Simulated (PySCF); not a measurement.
# Copper: the same states on changed settings

Aim: see what changed settings do to total energies and their difference. The change: initial guess sap, at most 50 SCF cycles. A sound run of the same states serves as the yardstick.

The numbers are computed with PySCF 2.14.0 (unrestricted determinants in a Gaussian basis, no spin-orbit coupling in the energies), except any that are marked as measured or tabulated.

## Step 1: The atom as given

```
Element                                   : copper (Z = 29)
Basis                                     : cc-pVTZ-DK
Hamiltonian                               : scalar relativity by spin-free X2C-1e
State 1                                   : Cu: [Ar] 3d10 4s1, 2S determinant
State 2                                   : Cu⁺: [Ar] 3d10, closed-shell 1S
Methods                                   : UHF, PBE0, MN15, MP2
Core shells frozen in the correlated runs : valence: [Ar] (for Cu)
```

Outer shells as boxes (Hund's rule):

Cu [Ar] 3d10 4s1
```
[Ar] core
3d [↑↓][↑↓][↑↓][↑↓][↑↓]
4s [↑ ]
```

Cu+ [Ar] 3d10
```
[Ar] core
3d [↑↓][↑↓][↑↓][↑↓][↑↓]
```

The sound run (cc-pVTZ-DK, the spin-free X2C one-electron Hamiltonian (Gaussian nucleus), symmetry-adapted start, fine grid, valence correlation) gave:

| species | method | energy (hartree) |
| --- | --- | --- |
| Cu | UHF | -1653.14877 |
| Cu | PBE0 | -1654.52841 |
| Cu | MN15 | -1655.87697 |
| Cu | MP2 (valence) | -1653.65629 |
| Cu⁺ | UHF | -1652.90716 |
| Cu⁺ | PBE0 | -1654.23696 |
| Cu⁺ | MN15 | -1655.58991 |
| Cu⁺ | MP2 (valence) | -1653.38158 |

The runs were made by one driver on top of PySCF. The scripts below sum up each run's settings (the driver also hands on starting orbitals that pick excited configurations, and frozen orbitals as a list rather than a count), and the logs come from the driver's own runs.

It was started by

```bash
$ OMP_NUM_THREADS=1 python atomrun2.py TASK.json OUT
```

The integrals over 68 functions and the set-up took 1 s of CPU time.

## Step 2: Changed run, Cu: the ladder of methods

UHF:

input.py

```python
from pyscf import gto, scf, dft, mp, cc
import basis_set_exchange as bse
mol = gto.M(atom="Cu 0 0 0", charge=0, spin=1, symmetry="D2h",
            basis=gto.basis.parse(bse.get_basis("cc-pVTZ-DK", elements=["Cu"], fmt="nwchem", header=False)),
            nucmod="G")
mf = scf.UHF(mol).sfx2c1e()
mf.irrep_nelec = {'Ag': (6, 5), 'B1g': (1, 1), 'B2g': (1, 1), 'B3g': (1, 1), 'B1u': (2, 2), 'B2u': (2, 2), 'B3u': (2, 2)}
mf.init_guess = "sap"
mf.max_cycle = 50
mf.kernel()
```

The program printed:

```text
damping factor = 0
level_shift factor = 0
DIIS = <class 'pyscf.scf.diis.CDIIS'>
diis_start_cycle = 1
diis_space = 10
diis_damp = 0
SCF conv_tol = 1e-09
SCF conv_tol_grad = None
number electrons alpha = 15  beta = 14
irrep_nelec {'Ag': (6, 5), 'B1g': (1, 1), 'B2g': (1, 1), 'B3g': (1, 1), 'Au': (0, 0), 'B1u': (2, 2), 'B2u': (2, 2), 'B3u': (2, 2)}
alpha HOMO (Ag) = -0.25566866125601  LUMO (B2u) = -0.127059775304817

WARN: HOMO -0.25566866125601 >= LUMO -0.25566866125601

cycle= 1 E= -1653.09730365864  delta_E= -0.308  |g|= 0.595  |ddm|= 1.26
alpha HOMO (Ag) = -0.227518765636422  LUMO (B2u) = 0.0593415855361084
  HOMO = -0.227518765636  LUMO = 0.0239631238212  gap/eV = 6.84317
cycle= 2 E= -1653.04249702204  delta_E= 0.0548  |g|= 0.918  |ddm|= 0.495
alpha HOMO (Ag) = -0.243352556149382  LUMO (B2u) = 0.0546715078006681
  HOMO = -0.243352556149  LUMO = 0.0161632988546  gap/eV = 7.06179
cycle= 3 E= -1653.14860896886  delta_E= -0.106  |g|= 0.0245  |ddm|= 0.324
alpha HOMO (Ag) = -0.244624641622087  LUMO (B2u) = 0.0536462266809838
  HOMO = -0.244624641622  LUMO = 0.0153599202284  gap/eV = 7.07454
cycle= 4 E= -1653.1487398931  delta_E= -0.000131  |g|= 0.00575  |ddm|= 0.0268
alpha HOMO (Ag) = -0.24517407156802  LUMO (B2u) = 0.0532229153030475
  HOMO = -0.245174071568  LUMO = 0.0150940333654  gap/eV = 7.08226
cycle= 5 E= -1653.14876487165  delta_E= -2.5e-05  |g|= 0.00259  |ddm|= 0.013
alpha HOMO (Ag) = -0.245218230840745  LUMO (B2u) = 0.0531953162201937
  HOMO = -0.245218230841  LUMO = 0.0152264513668  gap/eV = 7.08706
cycle= 6 E= -1653.14876980519  delta_E= -4.93e-06  |g|= 0.000456  |ddm|= 0.00366
alpha HOMO (Ag) = -0.245248601370001  LUMO (B2u) = 0.0532173609364648
  HOMO = -0.24524860137  LUMO = 0.0152528687405  gap/eV = 7.08861
cycle= 7 E= -1653.14876988518  delta_E= -8e-08  |g|= 5.07e-05  |ddm|= 0.00207
alpha HOMO (Ag) = -0.245252619875256  LUMO (B2u) = 0.0532386806327061
  HOMO = -0.245252619875  LUMO = 0.0152710954374  gap/eV = 7.08921
cycle= 8 E= -1653.14876989384  delta_E= -8.67e-09  |g|= 1.38e-05  |ddm|= 0.00133
alpha HOMO (Ag) = -0.245254332979144  LUMO (B2u) = 0.0532448318471861
  HOMO = -0.245254332979  LUMO = 0.0152768642726  gap/eV = 7.08941
cycle= 9 E= -1653.14876989442  delta_E= -5.72e-10  |g|= 1.92e-06  |ddm|= 0.000341
converged SCF energy = -1653.14876989442  <S^2> = 0.7519523  2S+1 = 2.0019513
```

It took 0.75 s on 1 thread of Neoverse-V1, shared host, the integrals not counted.

Orbital energies by shell (radii are means over both spins):

| shell | electrons | mean orbital energy (eV) | spread (eV) | rms radius (bohr) |
| --- | --- | --- | --- | --- |
| 1s α | 1 | -9047.0 | 0 | 0.0601 |
| 1s β | 1 | -9046.9 | 0 | 0.0601 |
| 2s β | 1 | -1133.5 | 0 | 0.254 |
| 2s α | 1 | -1133.5 | 0 | 0.254 |
| 2p β | 3 | -974.19 | 0 | 0.228 |
| 2p α | 3 | -974.11 | 0 | 0.228 |
| 3s α | 1 | -140.21 | 0 | 0.766 |
| 3s β | 1 | -140.20 | 0 | 0.766 |
| 3p β | 3 | -91.502 | 0 | 0.819 |
| 3p α | 3 | -91.351 | 0 | 0.819 |
| 3d β | 5 | -13.065 | 0 | 1.16 |
| 3d α | 5 | -12.953 | 0 | 1.16 |
| 4s α | 1 | -6.674 | 0 | 3.53 |

⟨S²⟩ = 0.752, ⟨L²⟩ = 0.00.

PBE0:

input.py differs from the last one in:

```diff
@@ -5,3 +5,3 @@
             nucmod="G")
-mf = scf.UHF(mol).sfx2c1e()
+mf = dft.UKS(mol, xc="PBE0").sfx2c1e()
 mf.irrep_nelec = {'Ag': (6, 5), 'B1g': (1, 1), 'B2g': (1, 1), 'B3g': (1, 1), 'B1u': (2, 2), 'B2u': (2, 2), 'B3u': (2, 2)}
```

The program printed:

```text
damping factor = 0
level_shift factor = 0
DIIS = <class 'pyscf.scf.diis.CDIIS'>
diis_start_cycle = 1
diis_space = 10
diis_damp = 0
SCF conv_tol = 1e-09
SCF conv_tol_grad = None
number electrons alpha = 15  beta = 14
irrep_nelec {'Ag': (6, 5), 'B1g': (1, 1), 'B2g': (1, 1), 'B3g': (1, 1), 'Au': (0, 0), 'B1u': (2, 2), 'B2u': (2, 2), 'B3u': (2, 2)}
XC functionals = PBE0
    C. Adamo and V. Barone.,  J. Chem. Phys. 110, 6158 (1999)
    M. Ernzerhof and G. E. Scuseria.,  J. Chem. Phys. 110, 5029 (1999)
alpha HOMO (Ag) = -0.397802071861101  LUMO (B2u) = -0.211866289261961

WARN: HOMO -0.397802071861101 >= LUMO -0.397802071861099

cycle= 1 E= -1654.42560308056  delta_E= -0.265  |g|= 0.783  |ddm|= 1.56
alpha HOMO (B3g) = 0.00905505156296997  LUMO (B2u) = 0.0145017861795509

WARN: HOMO 0.023272384242188 >= LUMO 0.0145017861795509

cycle= 2 E= -1652.67673779156  delta_E= 1.75  |g|= 3.33  |ddm|= 1.63
alpha HOMO (Ag) = -0.207029338442851  LUMO (B3u) = -0.00659101975161036
  HOMO = -0.207029338443  LUMO = -0.116661443725  gap/eV = 2.45904
cycle= 3 E= -1654.52519527592  delta_E= -1.85  |g|= 0.111  |ddm|= 1.38
alpha HOMO (Ag) = -0.198373216134463  LUMO (B3u) = -0.00565328276840837
  HOMO = -0.198373216134  LUMO = -0.0984596890937  gap/eV = 2.71879
cycle= 4 E= -1654.52831711802  delta_E= -0.00312  |g|= 0.0211  |ddm|= 0.0979
alpha HOMO (Ag) = -0.200526011498056  LUMO (B3u) = -0.0074735196060054
  HOMO = -0.200526011498  LUMO = -0.0991200422598  gap/eV = 2.75940
cycle= 5 E= -1654.52840875143  delta_E= -9.16e-05  |g|= 0.00279  |ddm|= 0.0107
alpha HOMO (Ag) = -0.201191207166778  LUMO (B3u) = -0.00810250558501657
  HOMO = -0.201191207167  LUMO = -0.0996409691463  gap/eV = 2.76332
cycle= 6 E= -1654.52841152412  delta_E= -2.77e-06  |g|= 0.00144  |ddm|= 0.00402
alpha HOMO (Ag) = -0.201117288438549  LUMO (B1u) = -0.00807021947978726
  HOMO = -0.201117288439  LUMO = -0.0994714276704  gap/eV = 2.76592
cycle= 7 E= -1654.52841197616  delta_E= -4.52e-07  |g|= 7.59e-05  |ddm|= 0.000673
alpha HOMO (Ag) = -0.201107630697294  LUMO (B1u) = -0.00805460191081586
  HOMO = -0.201107630697  LUMO = -0.0994428128452  gap/eV = 2.76644
cycle= 8 E= -1654.52841197865  delta_E= -2.49e-09  |g|= 3.27e-05  |ddm|= 0.000206
alpha HOMO (Ag) = -0.201109414341246  LUMO (B1u) = -0.00805454518755155
  HOMO = -0.201109414341  LUMO = -0.099444175905  gap/eV = 2.76645
cycle= 9 E= -1654.52841197893  delta_E= -2.79e-10  |g|= 2.57e-06  |ddm|= 3.78e-05
converged SCF energy = -1654.52841197893  <S^2> = 0.75192061  2S+1 = 2.0019197
```

It took 1.6 s on 1 thread of Neoverse-V1, shared host, the integrals not counted.

MN15:

input.py differs from the last one in:

```diff
@@ -5,3 +5,3 @@
             nucmod="G")
-mf = dft.UKS(mol, xc="PBE0").sfx2c1e()
+mf = dft.UKS(mol, xc="MN15").sfx2c1e()
 mf.irrep_nelec = {'Ag': (6, 5), 'B1g': (1, 1), 'B2g': (1, 1), 'B3g': (1, 1), 'B1u': (2, 2), 'B2u': (2, 2), 'B3u': (2, 2)}
```

The program printed:

```text
damping factor = 0
level_shift factor = 0
DIIS = <class 'pyscf.scf.diis.CDIIS'>
diis_start_cycle = 1
diis_space = 10
diis_damp = 0
SCF conv_tol = 1e-09
SCF conv_tol_grad = None
number electrons alpha = 15  beta = 14
irrep_nelec {'Ag': (6, 5), 'B1g': (1, 1), 'B2g': (1, 1), 'B3g': (1, 1), 'Au': (0, 0), 'B1u': (2, 2), 'B2u': (2, 2), 'B3u': (2, 2)}
XC functionals = MN15
    H. S. Yu, X. He, S. L. Li, and D. G. Truhlar.,  Chem. Sci. 7, 5032-5051 (2016)
    H. S. Yu, X. He, S. L. Li, and D. G. Truhlar.,  Chem. Sci. 7, 5032-5051 (2016)
alpha HOMO (Ag) = -0.357823393591149  LUMO (B2u) = -0.174300672872111

WARN: HOMO -0.357823393591149 >= LUMO -0.357823393591147

cycle= 1 E= -1655.77508100513  delta_E= -0.238  |g|= 0.825  |ddm|= 1.91
alpha HOMO (B3g) = -0.0362025321828354  LUMO (B2u) = 0.0407653228203753
  HOMO = -0.0267931584957  LUMO = -0.00828625255966  gap/eV = 0.50360
cycle= 2 E= -1655.09054989056  delta_E= 0.685  |g|= 2.45  |ddm|= 1.02
alpha HOMO (Ag) = -0.212380324341613  LUMO (B2u) = 0.0224611797127032
  HOMO = -0.212380324342  LUMO = -0.0503463512132  gap/eV = 4.40917
cycle= 3 E= -1655.87663120249  delta_E= -0.786  |g|= 0.02  |ddm|= 0.675
alpha HOMO (Ag) = -0.21847519972814  LUMO (B2u) = 0.0137314662775729
  HOMO = -0.218475199728  LUMO = -0.0636537957237  gap/eV = 4.21290
cycle= 4 E= -1655.87689421811  delta_E= -0.000263  |g|= 0.0146  |ddm|= 0.198
alpha HOMO (Ag) = -0.221261520863992  LUMO (B2u) = 0.0100253012249603
  HOMO = -0.221261520864  LUMO = -0.0683299374508  gap/eV = 4.16148
cycle= 5 E= -1655.87696478699  delta_E= -7.06e-05  |g|= 0.00427  |ddm|= 0.101
alpha HOMO (Ag) = -0.221506706329523  LUMO (B2u) = 0.00913750278456327
  HOMO = -0.22150670633  LUMO = -0.0687563321961  gap/eV = 4.15655
cycle= 6 E= -1655.87697241889  delta_E= -7.63e-06  |g|= 0.000868  |ddm|= 0.0433
alpha HOMO (Ag) = -0.221553357467497  LUMO (B2u) = 0.00879810259493574
  HOMO = -0.221553357467  LUMO = -0.0688736941078  gap/eV = 4.15463
cycle= 7 E= -1655.87697319121  delta_E= -7.72e-07  |g|= 7.15e-05  |ddm|= 0.0203
alpha HOMO (Ag) = -0.221559640921788  LUMO (B2u) = 0.00877460190035428
  HOMO = -0.221559640922  LUMO = -0.0688834452056  gap/eV = 4.15453
cycle= 8 E= -1655.87697319547  delta_E= -4.27e-09  |g|= 1.17e-05  |ddm|= 0.00157
alpha HOMO (Ag) = -0.221560375578012  LUMO (B2u) = 0.00877416367639583
  HOMO = -0.221560375578  LUMO = -0.0688852727665  gap/eV = 4.15450
cycle= 9 E= -1655.8769731955  delta_E= -2.5e-11  |g|= 5.95e-07  |ddm|= 1.21e-05
converged SCF energy = -1655.8769731955  <S^2> = 0.75035635  2S+1 = 2.0003563
```

It took 3.4 s on 1 thread of Neoverse-V1, shared host, the integrals not counted.

MP2 (valence):

input.py differs from the last one in:

```diff
@@ -5,3 +5,3 @@
             nucmod="G")
-mf = dft.UKS(mol, xc="MN15").sfx2c1e()
+mf = scf.UHF(mol).sfx2c1e()
 mf.irrep_nelec = {'Ag': (6, 5), 'B1g': (1, 1), 'B2g': (1, 1), 'B3g': (1, 1), 'B1u': (2, 2), 'B2u': (2, 2), 'B3u': (2, 2)}
@@ -10 +10,2 @@
 mf.kernel()
+mp.UMP2(mf, frozen=9).kernel()
```

No log was kept for this step.

It took 0.17 s on 1 thread of Neoverse-V1, shared host, the integrals not counted.

With 11 electrons correlated, the MP2 correlation energy is -0.50752 hartree (-0.18795 same spin, -0.31957 opposite spin); the SCS form gives -0.44613. Largest pairs of shells: 3d-3d -0.4845, 3d-4s -0.0230, 4s-4s 0.0000.

## Step 3: Changed run, Cu⁺: the ladder of methods

UHF:

input.py

```python
from pyscf import gto, scf, dft, mp, cc
import basis_set_exchange as bse
mol = gto.M(atom="Cu 0 0 0", charge=1, spin=0, symmetry="D2h",
            basis=gto.basis.parse(bse.get_basis("cc-pVTZ-DK", elements=["Cu"], fmt="nwchem", header=False)),
            nucmod="G")
mf = scf.UHF(mol).sfx2c1e()
mf.irrep_nelec = {'Ag': (5, 5), 'B1g': (1, 1), 'B2g': (1, 1), 'B3g': (1, 1), 'B1u': (2, 2), 'B2u': (2, 2), 'B3u': (2, 2)}
mf.init_guess = "sap"
mf.max_cycle = 50
mf.kernel()
```

The program printed:

```text
damping factor = 0
level_shift factor = 0
DIIS = <class 'pyscf.scf.diis.CDIIS'>
diis_start_cycle = 1
diis_space = 10
diis_damp = 0
SCF conv_tol = 1e-09
SCF conv_tol_grad = None
number electrons alpha = 14  beta = 14
irrep_nelec {'Ag': (5, 5), 'B1g': (1, 1), 'B2g': (1, 1), 'B3g': (1, 1), 'Au': (0, 0), 'B1u': (2, 2), 'B2u': (2, 2), 'B3u': (2, 2)}
alpha HOMO (B3g) = -0.938846601827516  LUMO (Ag) = -0.25566866125601
  HOMO = -0.938846601828  LUMO = -0.255668661256  gap/eV = 18.59022
cycle= 1 E= -1652.87175590405  delta_E= -0.0825  |g|= 0.54  |ddm|= 0.819
alpha HOMO (B3g) = -0.670876369245937  LUMO (Ag) = -0.22864642770228
  HOMO = -0.670876369246  LUMO = -0.228646427702  gap/eV = 12.03369
cycle= 2 E= -1652.84281836781  delta_E= 0.0289  |g|= 0.727  |ddm|= 0.475
alpha HOMO (B3g) = -0.806582266519899  LUMO (Ag) = -0.23935726728015
  HOMO = -0.80658226652  LUMO = -0.23935726728  gap/eV = 15.43498
cycle= 3 E= -1652.90714928056  delta_E= -0.0643  |g|= 0.00847  |ddm|= 0.29
alpha HOMO (B3g) = -0.802099093586599  LUMO (Ag) = -0.238251680943241
  HOMO = -0.802099093587  LUMO = -0.238251680943  gap/eV = 15.34307
cycle= 4 E= -1652.90716257195  delta_E= -1.33e-05  |g|= 0.00256  |ddm|= 0.0124
alpha HOMO (B3g) = -0.802724460669714  LUMO (Ag) = -0.238320582128352
  HOMO = -0.80272446067  LUMO = -0.238320582128  gap/eV = 15.35821
cycle= 5 E= -1652.90716338958  delta_E= -8.18e-07  |g|= 6.76e-05  |ddm|= 0.00153
alpha HOMO (B3g) = -0.802696967839655  LUMO (Ag) = -0.238318663372411
  HOMO = -0.80269696784  LUMO = -0.238318663372  gap/eV = 15.35752
cycle= 6 E= -1652.90716339041  delta_E= -8.3e-10  |g|= 7.92e-06  |ddm|= 3.67e-05
converged SCF energy = -1652.90716339041  <S^2> = -1.4210855e-14  2S+1 = 1
```

It took 0.53 s on 1 thread of Neoverse-V1, shared host, the integrals not counted.

The occupied shells:

| shell | electrons | mean orbital energy (eV) | spread (eV) | rms radius (bohr) |
| --- | --- | --- | --- | --- |
| 1s | 2 | -9055.7 | 0 | 0.0601 |
| 2s | 2 | -1142.0 | 0 | 0.254 |
| 2p | 6 | -982.75 | 0 | 0.228 |
| 3s | 2 | -148.87 | 0 | 0.767 |
| 3p | 6 | -100.21 | 0 | 0.819 |
| 3d | 10 | -21.842 | 0 | 1.14 |

⟨S²⟩ = 0.000, ⟨L²⟩ = 0.00.

PBE0:

input.py differs from the last one in:

```diff
@@ -5,3 +5,3 @@
             nucmod="G")
-mf = scf.UHF(mol).sfx2c1e()
+mf = dft.UKS(mol, xc="PBE0").sfx2c1e()
 mf.irrep_nelec = {'Ag': (5, 5), 'B1g': (1, 1), 'B2g': (1, 1), 'B3g': (1, 1), 'B1u': (2, 2), 'B2u': (2, 2), 'B3u': (2, 2)}
```

The program printed:

```text
damping factor = 0
level_shift factor = 0
DIIS = <class 'pyscf.scf.diis.CDIIS'>
diis_start_cycle = 1
diis_space = 10
diis_damp = 0
SCF conv_tol = 1e-09
SCF conv_tol_grad = None
number electrons alpha = 14  beta = 14
irrep_nelec {'Ag': (5, 5), 'B1g': (1, 1), 'B2g': (1, 1), 'B3g': (1, 1), 'Au': (0, 0), 'B1u': (2, 2), 'B2u': (2, 2), 'B3u': (2, 2)}
XC functionals = PBE0
    C. Adamo and V. Barone.,  J. Chem. Phys. 110, 6158 (1999)
    M. Ernzerhof and G. E. Scuseria.,  J. Chem. Phys. 110, 5029 (1999)
alpha HOMO (B3g) = -0.671225434696021  LUMO (Ag) = -0.397802071861101
  HOMO = -0.671225434696  LUMO = -0.397802071861  gap/eV = 7.44023
cycle= 1 E= -1654.17877058788  delta_E= -0.0184  |g|= 0.685  |ddm|= 0.947
alpha HOMO (B3g) = -0.396204440275753  LUMO (Ag) = -0.355655330857195
  HOMO = -0.396204440276  LUMO = -0.355655330857  gap/eV = 1.10340
cycle= 2 E= -1653.84839042125  delta_E= 0.33  |g|=  1.7  |ddm|= 0.716
alpha HOMO (B3g) = -0.594886688997745  LUMO (Ag) = -0.387547348686324
  HOMO = -0.594886688998  LUMO = -0.387547348686  gap/eV = 5.64199
cycle= 3 E= -1654.23646708582  delta_E= -0.388  |g|= 0.0521  |ddm|= 0.496
alpha HOMO (B3g) = -0.578831319269405  LUMO (Ag) = -0.382668852533007
  HOMO = -0.578831319269  LUMO = -0.382668852533  gap/eV = 5.33785
cycle= 4 E= -1654.23694252442  delta_E= -0.000475  |g|= 0.0111  |ddm|= 0.0237
alpha HOMO (B3g) = -0.580650620396827  LUMO (Ag) = -0.383023984018457
  HOMO = -0.580650620397  LUMO = -0.383023984018  gap/eV = 5.37769
cycle= 5 E= -1654.2369594134  delta_E= -1.69e-05  |g|= 0.000593  |ddm|= 0.00291
alpha HOMO (B3g) = -0.580778751538945  LUMO (Ag) = -0.383059735273587
  HOMO = -0.580778751539  LUMO = -0.383059735274  gap/eV = 5.38021
cycle= 6 E= -1654.23695946541  delta_E= -5.2e-08  |g|= 6.56e-07  |ddm|= 0.000143
alpha HOMO (B3g) = -0.580778499326884  LUMO (Ag) = -0.383059659873135
  HOMO = -0.580778499327  LUMO = -0.383059659873  gap/eV = 5.38020
cycle= 7 E= -1654.23695946541  delta_E= -4.55e-13  |g|= 1.08e-07  |ddm|= 5.52e-07
converged SCF energy = -1654.23695946541  <S^2> = -1.0658141e-14  2S+1 = 1
```

It took 1.2 s on 1 thread of Neoverse-V1, shared host, the integrals not counted.

MN15:

input.py differs from the last one in:

```diff
@@ -5,3 +5,3 @@
             nucmod="G")
-mf = dft.UKS(mol, xc="PBE0").sfx2c1e()
+mf = dft.UKS(mol, xc="MN15").sfx2c1e()
 mf.irrep_nelec = {'Ag': (5, 5), 'B1g': (1, 1), 'B2g': (1, 1), 'B3g': (1, 1), 'B1u': (2, 2), 'B2u': (2, 2), 'B3u': (2, 2)}
```

The program printed:

```text
damping factor = 0
level_shift factor = 0
DIIS = <class 'pyscf.scf.diis.CDIIS'>
diis_start_cycle = 1
diis_space = 10
diis_damp = 0
SCF conv_tol = 1e-09
SCF conv_tol_grad = None
number electrons alpha = 14  beta = 14
irrep_nelec {'Ag': (5, 5), 'B1g': (1, 1), 'B2g': (1, 1), 'B3g': (1, 1), 'Au': (0, 0), 'B1u': (2, 2), 'B2u': (2, 2), 'B3u': (2, 2)}
XC functionals = MN15
    H. S. Yu, X. He, S. L. Li, and D. G. Truhlar.,  Chem. Sci. 7, 5032-5051 (2016)
    H. S. Yu, X. He, S. L. Li, and D. G. Truhlar.,  Chem. Sci. 7, 5032-5051 (2016)
alpha HOMO (B3g) = -0.70959819885534  LUMO (Ag) = -0.357823393591149
  HOMO = -0.709598198855  LUMO = -0.357823393591  gap/eV = 9.57228
cycle= 1 E= -1655.53260969185  delta_E= 0.00483  |g|= 0.725  |ddm|= 1.57
alpha HOMO (B3g) = -0.446431485886756  LUMO (Ag) = -0.309544156809746
  HOMO = -0.446431485887  LUMO = -0.30954415681  gap/eV = 3.72489
cycle= 2 E= -1655.26055057098  delta_E= 0.272  |g|= 1.65  |ddm|= 0.796
alpha HOMO (B3g) = -0.64109173225317  LUMO (Ag) = -0.342879755311793
  HOMO = -0.641091732253  LUMO = -0.342879755312  gap/eV = 8.11476
cycle= 3 E= -1655.58926522318  delta_E= -0.329  |g|= 0.0655  |ddm|= 0.517
alpha HOMO (B3g) = -0.623811536655495  LUMO (Ag) = -0.337243313984617
  HOMO = -0.623811536655  LUMO = -0.337243313985  gap/eV = 7.79792
cycle= 4 E= -1655.5899067383  delta_E= -0.000642  |g|= 0.0072  |ddm|= 0.0333
alpha HOMO (B3g) = -0.625018125367235  LUMO (Ag) = -0.337434775933001
  HOMO = -0.625018125367  LUMO = -0.337434775933  gap/eV = 7.82554
cycle= 5 E= -1655.58991268419  delta_E= -5.95e-06  |g|= 0.000151  |ddm|= 0.00367
alpha HOMO (B3g) = -0.62503362788959  LUMO (Ag) = -0.337417495232145
  HOMO = -0.62503362789  LUMO = -0.337417495232  gap/eV = 7.82643
cycle= 6 E= -1655.58991268901  delta_E= -4.82e-09  |g|= 3.21e-05  |ddm|= 0.000133
alpha HOMO (B3g) = -0.625022880876683  LUMO (Ag) = -0.337411734942926
  HOMO = -0.625022880877  LUMO = -0.337411734943  gap/eV = 7.82630
cycle= 7 E= -1655.58991268914  delta_E= -1.28e-10  |g|= 1.59e-06  |ddm|= 1.85e-05
converged SCF energy = -1655.58991268914  <S^2> = -8.8817842e-15  2S+1 = 1
```

It took 2.7 s on 1 thread of Neoverse-V1, shared host, the integrals not counted.

MP2 (valence):

input.py differs from the last one in:

```diff
@@ -5,3 +5,3 @@
             nucmod="G")
-mf = dft.UKS(mol, xc="MN15").sfx2c1e()
+mf = scf.UHF(mol).sfx2c1e()
 mf.irrep_nelec = {'Ag': (5, 5), 'B1g': (1, 1), 'B2g': (1, 1), 'B3g': (1, 1), 'B1u': (2, 2), 'B2u': (2, 2), 'B3u': (2, 2)}
@@ -10 +10,2 @@
 mf.kernel()
+mp.UMP2(mf, frozen=9).kernel()
```

This step left no log, only its results.

It took 0.16 s on 1 thread of Neoverse-V1, shared host, the integrals not counted.

With 10 electrons correlated, the MP2 correlation energy is -0.47441 hartree (-0.17397 same spin, -0.30044 opposite spin); the SCS form gives -0.41852. Largest pairs of shells: 3d-3d -0.4744.

## Step 4: What moved

| species | method | converged | energy less sound run (eV) |
| --- | --- | --- | --- |
| Cu | UHF | yes | -0.0000 |
| Cu | PBE0 | yes | +0.0000 |
| Cu | MN15 | yes | +0.0000 |
| Cu | MP2 (valence) | yes | +0.0000 |
| Cu⁺ | UHF | yes | -0.0000 |
| Cu⁺ | PBE0 | yes | -0.0000 |
| Cu⁺ | MN15 | yes | -0.0000 |
| Cu⁺ | MP2 (valence) | yes | +0.0000 |

Ionisation energy of Cu:

| method | sound run (eV) | changed run (eV) | shift (eV) |
| --- | --- | --- | --- |
| UHF | 6.574 | 6.574 | +0.000 |
| PBE0 | 7.931 | 7.931 | -0.000 |
| MN15 | 7.811 | 7.811 | -0.000 |
| MP2 | 7.475 | 7.475 | -0.000 |
| SCS-MP2 | 7.326 | 7.326 | -0.000 |

## Step 5: Summary of results

```
                                 quantity                                     value
                                   change  initial guess sap, at most 50 SCF cycles
                           runs converged                                    8 of 8
largest shift of a converged total energy                                  0.000 eV
   largest shift of the ionisation energy                           -0.000 eV (MP2)
```

In words: The difference hardly moves. Here the plain start reaches the same solutions.
